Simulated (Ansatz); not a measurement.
From input file to script: BC7, space group P3m1 in Ansatz 0.2.0.

```yaml
crystal:
  lattice:
    - [2.53582, 0.0, 0.0]
    - [-1.26791, 2.19608, 0.0]
    - [0.0, 0.0, 8.52227]
  atoms:
    - { symbol: B, position: [0.0, 0.0, 0.32287] }
    - { symbol: C, position: [0.0, 0.0, 0.51218] }
    - { symbol: C, position: [0.3333333333333, 0.6666666666667, 2.0e-05] }
    - { symbol: C, position: [0.3333333333333, 0.6666666666667, 0.81628] }
    - { symbol: C, position: [0.6666666666667, 0.3333333333333, 0.75496] }
    - { symbol: C, position: [0.6666666666667, 0.3333333333333, 0.57353] }
    - { symbol: C, position: [0.6666666666667, 0.3333333333333, 0.06355] }
    - { symbol: C, position: [0.6666666666667, 0.3333333333333, 0.23909] }
kpoints:
  mp_grid: { grid: [10, 10, 3], shift: [0.5, 0.5, 0.5] }
  band_path:
    path:
      - [0.0, 0.0, 0.0]
      - [0.5, 0.0, 0.0]
      - [0.33333, 0.33333, 0.0]
      - [0.0, 0.0, 0.0]
      - [0.0, 0.0, 0.5]
    npoints: 4
hamiltonian:
  xc: r2scan
  dispersion: d4
scf:
  n_extra_bands: 10
  mixing: { algorithm: anderson, preconditioner: kerker_dos }
  occupations: { method: cold, width: 0.2 }
output:
  forces: true
```

The program run on that file:
```console
$ ansatz run input.yaml --threads 1 --pin off --max-ram 3072MiB --backend cpu --events-out ev --progress --plain --runs-dir out
Warning: crystal.symmetry: narrowed to the stabiliser of the k-point mesh — unitary ops 6 → 2; excluded 4 operations that carry a point of the 10×10×3 mesh (shift [0.5, 0.5, 0.5]) off the mesh (the run samples exactly the mesh kpoints.mp_grid names, as under crystal.symmetry.detect: false, and its converged state has the mesh's symmetry, not the crystal's; ε∞, the Born charges and the force [...]
scf.n_extra_bands = 10 over 16 filled bands (N_el = 31.0): the run solves 26 bands
Engine: ansatz 0.2.0, aarch64-unknown-linux-gnu
Pseudopotentials: kind: paw
Pseudopotential: B, paw, valence charge 3, recommended cutoff 500 eV (meta_gga), B.paw.azcp
Pseudopotential: C, paw, valence charge 4, recommended cutoff 500 eV (meta_gga), C.paw.azcp
Functional definition: r2SCAN
  parameter k0 = 0.174
  parameter k1 = 0.065
  parameter a1 = 4.9479
  exchange = r2scan_x(k0 = k0, k1 = k1, a1 = a1)
  correlation = r2scan_c
Crystal: 8 atoms, lattice volume = 47.459 Å³
Basis set: ecut = 500 eV, 1207 PW (Γ), exchange–correlation on 80×80×256 points (64 copies of the dense FFT grid, shifted against one another)
Bands: 26, of which v1, the nominal top of the filled ones, is band 16 counted from 1 (15 counted from 0)
Symmetry: 2 space group operations
k-points: 85 of 300 (time reversal used)
Non-local potential: B, projectors of the file, l = 0: 2, l = 1: 2, l = 2: 1
Non-local potential: C, projectors of the file, l = 0: 2, l = 1: 2, l = 2: 1
PAW form: soft (Blöchl's): semilocal exchange-correlation on the pseudo side does not see the compensation charge
PAW frozen core: B, regenerated for the run's functional (the file was generated under x = pbe(κ = 0.804, μ = 0.2195149727645171), c = pbe(β = 0.06672455060314922))
PAW frozen core: C, regenerated for the run's functional (the file was generated under x = pbe(κ = 0.804, μ = 0.2195149727645171), c = pbe(β = 0.06672455060314922))
PAW one-centre angular grid: B, 302 points (default); XC on 160 Gauss nodes
PAW one-centre angular grid: C, 302 points (default); XC on 239 of its mesh's 2573 points in the sphere
Initial density: superposition of atomic densities (neutral atoms: chi_scale 0, normalization atom), corrected by the library's trained network
Initial wavefunctions: pseudopotential atomic-orbital guess
Functional: x = r2scan, c = r2scan; τ floored in thin density (d = 2e-4 eV/Å³)
SCF iter   1: F=—  HF=-1917.120544 eV  |F-HF|=—  |Δ(HF+E_count)|=         —  Δρ=2.08e-2  dr2=8.92e-1  dr2_τ=1.37e0  ethr=1.77e-3  ⟨swp⟩=5.2  Hψ=10588  notcnv=0  defer=1
SCF iter   2: F=—  HF=-1917.203717 eV  |F-HF|=—  |Δ(HF+E_count)|=   8.32e-2  S|Δr|=    0.00e0  Δρ=8.66e-3  dr2=1.33e-1  dr2_τ=5.05e-3  ethr=1.77e-3  ⟨swp⟩=2.0  Hψ=3459  notcnv=0  defer=315  κ⁻¹=1.0e0(r=1)
SCF iter   3: F=—  HF=-1917.191295 eV  |F-HF|=—  |Δ(HF+E_count)|=   1.24e-2  S|Δr|=    0.00e0  Δρ=4.65e-3  dr2=8.00e-3  dr2_τ=5.34e-4  ethr=4.29e-4  ⟨swp⟩=1.4  Hψ=1931  notcnv=0  defer=315  κ⁻¹=3.1e-2(r=2)
SCF iter   4: F=—  HF=-1917.190448 eV  |F-HF|=—  |Δ(HF+E_count)|=   8.47e-4  S|Δr|=    0.00e0  Δρ=2.05e-3  dr2=3.40e-3  dr2_τ=1.01e-4  ethr=2.58e-5  ⟨swp⟩=1.7  Hψ=2698  notcnv=0  defer=312  κ⁻¹=1.3e-3(r=3)
SCF iter   5: F=—  HF=-1917.190075 eV  |F-HF|=—  |Δ(HF+E_count)|=   3.73e-4  S|Δr|=    0.00e0  Δρ=6.68e-4  dr2=2.50e-4  dr2_τ=5.09e-6  ethr=1.10e-5  ⟨swp⟩=2.1  Hψ=2258  notcnv=0  defer=312  κ⁻¹=1.2e-4(r=4)
SCF iter   6: F=—  HF=-1917.190064 eV  |F-HF|=—  |Δ(HF+E_count)|=   1.11e-5  S|Δr|=    0.00e0  Δρ=3.19e-4  dr2=5.24e-5  dr2_τ=1.13e-6  ethr=8.06e-7  ⟨swp⟩=2.4  Hψ=2974  notcnv=0  defer=312  κ⁻¹=1.0e-5(r=5)
SCF iter   7: F=—  HF=-1917.190064 eV  |F-HF|=—  |Δ(HF+E_count)|=   2.91e-7  S|Δr|=    0.00e0  Δρ=9.79e-5  dr2=3.68e-6  dr2_τ=1.64e-7  ethr=1.69e-7  ⟨swp⟩=2.6  Hψ=3129  notcnv=0  defer=313  κ⁻¹=3.8e-7(r=6)
SCF iter   8: F=—  HF=-1917.190064 eV  |F-HF|=—  |Δ(HF+E_count)|=   3.01e-7  S|Δr|=    0.00e0  Δρ=2.28e-5  dr2=2.16e-7  dr2_τ=1.24e-8  ethr=1.19e-8  ⟨swp⟩=2.6  Hψ=3216  notcnv=0  defer=313  κ⁻¹=5.3e-8(r=7)
SCF iter   9: F=-1917.190064 eV  HF=-1917.190064 eV  |F-HF|=2.04e-9  |Δ(HF+E_count)|=   2.97e-8  S|Δr|=    0.00e0  Δρ=9.21e-6  dr2=4.61e-8  dr2_τ=1.19e-9  ethr=3.23e-10  ⟨swp⟩=10.2  Hψ=9639  notcnv=0
SCF 1 converged in 9 iterations: F = -1917.190064 eV  dr2 = 4.61e-8
  greatest PAW one-centre occupation: 0.686 electrons in one spin orbital (limit 2), on the C atom at site 7 (counted from 0), in its partial waves of l = 0
NSCF: frozen V_eff on 17 k-points
SCF converged after 9 iterations
Stability not checked: this state was not tested for a lower state beside it, because cold or Methfessel-Paxton smearing, or corrected tetrahedra, fill the levels in a way that the test cannot read (fill_not_monotonic; see scf.lower_state_search)
Free energy (F): -1917.190064 eV
Harris-Foulkes:  -1917.190064 eV  (|F-HF|=2.04e-9)
Internal energy: -1917.190922 eV  (E = F + TS)
E sigma→0 (E₀):  -1917.190350 eV
Entropy (-TS):   0.000858 eV (0.107 meV/atom)
Fermi energy:    11.570497 eV
Step filling:    the computed levels leave a gap of 0.0012 eV = 0.0 smearing widths at the electron count; against every level under it full and every level over it empty, smearing changes F+E_penalty+E_count by -1.214 meV and its σ→0 estimate by -1.500 meV
--- Per-component energies (eV) ---
  E_band       = 102.855249
  E_kinetic    = 687.974760
  E_local      = -501.914250  (includes V_loc(G=0)·N_el)
  E_nonlocal   = 195.773423
  E_hartree    = 122.932685
  E_xc         = -365.775181
  E_vxc        = -503.318940  (∫ρ·V_xc dr)
  E_paw        = -784.518425  (= ΣΔE_a)
  E_vpaw       = -47.943165  (= ΣTr[D̂ρ^β])
  E_aug_tail   = 0.000028  (compensation charges beyond the density's cutoff)
  E_vtau       = 26.417347  (kinetic-family band-sum trace: ∫τ·v_τ [+ j·A + Jᵃ·Aᵃ] dr)
  E_ewald      = -1270.766758
  E_disp       = -0.705347  (pairwise vdW)
  E_core_change = -0.191858  (= ΣΔE_core)
  E_smearing   = 0.000858  (= −TS)
  E_closure    = 0.000000  (closes the sum)
  Σ components = -1917.190064   (vs F -1917.190064, Δ=0.00e0)
--- Forces (eV/Å), atoms counted from 1 ---
  atom   1  B      0.07565275    -0.04367813    -0.17027833
  atom   2  C     -0.06905392     0.03986830     0.09951567
  atom   3  C      0.01370122    -0.00791040    -0.00978155
  atom   4  C      0.04280272    -0.02471216    -0.01700957
  atom   5  C     -0.04242983     0.02449687     0.07275813
  atom   6  C      0.06055705    -0.03496263    -0.02265485
  atom   7  C      0.00463523    -0.00267615     0.05510199
  atom   8  C     -0.08586565     0.04957456    -0.00769391
  max |Σ_I F_I| component: 4.24e-5 eV/Å
--- Band table (eV; the first three rows and the last of 85) ---
  k-point 0: bands = ["-9.6405", "-8.1836", "-6.4644", "-3.4734", "-0.3076", "4.3108", "7.1212", "8.5610", "9.0467", "9.7517", "10.1904", "10.8778", "11.3099", "11.7064", "13.5147", "13.9899", "18.4584", "18.6682", "19.2280", "20.1964", "20.5690", "20.8680", "21.2600", "21.5719", "21.9547", "23.1765"]
  k-point 1: bands = ["-9.5938", "-8.3920", "-5.9037", "-4.3062", "1.4163", "2.1315", "8.5814", "9.0347", "9.2061", "9.5881", "10.0790", "10.3791", "11.0692", "11.4925", "13.3826", "13.8701", "18.6838", "18.9966", "19.4526", "20.0363", "20.3374", "20.4990", "21.4478", "21.6673", "21.9744", "23.1921"]
  k-point 2: bands = ["-9.0125", "-7.5631", "-5.8544", "-2.8961", "0.2282", "4.6184", "6.2179", "7.1256", "7.6877", "8.0236", "8.7393", "9.2832", "10.3144", "10.9676", "11.6544", "13.0786", "18.3069", "19.2140", "19.6414", "20.4851", "21.0804", "21.8112", "22.3220", "22.8321", "23.0967", "24.1561"]
  k-point 84: bands = ["-5.0675", "-3.7325", "-2.5994", "-1.3397", "-0.5218", "0.7282", "1.4255", "3.8236", "4.2338", "6.0966", "6.2256", "7.3227", "7.4972", "8.5884", "9.1975", "11.2717", "17.3311", "18.4395", "18.8158", "19.6661", "20.6829", "21.3962", "22.1936", "23.1635", "24.5745", "25.3443"]
```

Typed at the interpreter:
```pycon
>>> import warnings
>>> import ansatz as az
>>> import numpy as np
>>> import pandas as pd
>>> warnings.simplefilter('ignore', az.DeckWarning)
>>> vectors = np.array([
...     [2.53582, 0.0, 0.0],
...     [-1.26791, 2.19608, 0.0],
...     [0.0, 0.0, 8.52227],
... ])
>>> system = (
...     az.Lattice.of(vectors)
...     .atom('B', (0.0, 0.0, 0.32287))
...     .atom('C', (0.0, 0.0, 0.51218))
...     .atom('C', (1 / 3, 2 / 3, 2e-05))
...     .atom('C', (1 / 3, 2 / 3, 0.81628))
...     .atom('C', (2 / 3, 1 / 3, 0.75496))
...     .atom('C', (2 / 3, 1 / 3, 0.57353))
...     .atom('C', (2 / 3, 1 / 3, 0.06355))
...     .atom('C', (2 / 3, 1 / 3, 0.23909))
... )
>>> len(system.resolved().sites)
8
>>> # high-symmetry points in fractions of the reciprocal vectors
>>> path = [
...     ('G', (0.0, 0.0, 0.0)),
...     ('M', (0.5, 0.0, 0.0)),
...     ('K', (0.33333, 0.33333, 0.0)),
...     ('G', (0.0, 0.0, 0.0)),
...     ('A', (0.0, 0.0, 0.5)),
... ]
>>> model = (
...     system.calculation()
...     .occupations(az.OccupationsMethod.COLD, width=0.2)
...     .functional('r2SCAN', dispersion='d4')
...     .mixing('anderson', preconditioner='kerker_dos')
...     .kpoints(10, 10, 3, shift=0.5)
...     .band_structure([point for _, point in path], intervals=4)
...     .scf(extra_bands=10)
...     .forces()
... )
>>> res = model.run()

>>> rep = res.report
>>> res.lattice.cell_ang
array([[ 2.53581738,  0.        ,  0.        ],
       [-1.26790869,  2.19608227,  0.        ],
       [ 0.        ,  0.        ,  8.52227   ]])
>>> rep['n_iterations'], rep['closed_by']
(9, 'deck_thresholds')
>>> for key in ('converged', 'n_iterations', 'n_electrons', 'n_kpoints', 'n_pw', 'n_symmetry_ops', 'free_energy_ev', 'fermi_energy_ev'):
...     print(f'{key:18s} {rep[key]}')
...
converged          True
n_iterations       9
n_electrons        31.0
n_kpoints          85
n_pw               1207
n_symmetry_ops     2
free_energy_ev     -1917.190063630801
fermi_energy_ev    11.570496525260577
>>> # forces, one row an atom
>>> table = pd.DataFrame(rep['forces_ev_ang'], columns=['fx', 'fy', 'fz'])
>>> table.insert(0, 'atom', [site['symbol'] for site in rep['lattice']['sites']])
>>> table.round(4)
  atom      fx      fy      fz
0    B  0.0757 -0.0437 -0.1703
1    C -0.0691  0.0399  0.0995
2    C  0.0137 -0.0079 -0.0098
3    C  0.0428 -0.0247 -0.0170
4    C -0.0424  0.0245  0.0728
5    C  0.0606 -0.0350 -0.0227
6    C  0.0046 -0.0027  0.0551
7    C -0.0859  0.0496 -0.0077
>>> if res.unlabelled_reasons:
...     print('not a label:', res.unlabelled_reasons)
... else:
...     print(res.training_frame().splitlines()[0], 'atoms in the frame')
...
8 atoms in the frame
>>> bands = res.band_structure()
>>> fermi = bands.fermi_energy_ev
>>> print(f'zero of the bands: {fermi:.3f} eV, the Fermi level found on the SCF mesh')
zero of the bands: 11.570 eV, the Fermi level found on the SCF mesh
>>> for spin, channel in enumerate(bands.channels):
...     print('channel', spin, '- computed levels within 6 eV of the Fermi level')
...     for i, (label, _) in enumerate(path):
...         levels = channel.eigenvalues_ev[i * 4] - fermi
...         print(f'  {label:3s}', ' '.join(f'{e:7.3f}' for e in levels if abs(e) < 6))
...
channel 0 - computed levels within 6 eV of the Fermi level
  G    -5.519  -2.100  -2.100  -0.917  -0.917   0.078   0.079   0.593   2.788   2.791
  M    -5.720  -5.545  -4.249  -4.044  -3.110  -2.233  -0.318   5.798
  K    -5.723  -5.681  -4.624  -3.512  -3.309
  G    -5.519  -2.100  -2.100  -0.917  -0.917   0.078   0.079   0.593   2.788   2.791
  A    -2.352  -2.069  -2.069  -1.206  -1.055  -1.055   0.270   0.270   2.625   2.627
```

The settings weren't tested for convergence. Dispersion corrections can be off by several per cent in the lattices of metals, and by several GPa in the pressure at a fixed cell. For a metal this k-point mesh is coarse: on a finer one energies can move by several to tens of meV an atom and pressures by half a GPa or more, differences at one mesh by less. Only differences from the Fermi energy are physical; the zero of the scale is a convention. The mesh has less symmetry than the crystal, which the program warned of. This cell is a computed structure, which may not be the phase found in nature. Levels are Kohn-Sham eigenvalues on this mesh. The script silences the warnings on its input, which a real study should read. Hardware and time: 38 s on 1 thread of Arm Neoverse V1 (shared host), peak memory 0.58 GiB.

(Lines on the test bed's own set-up are left out of the output.)
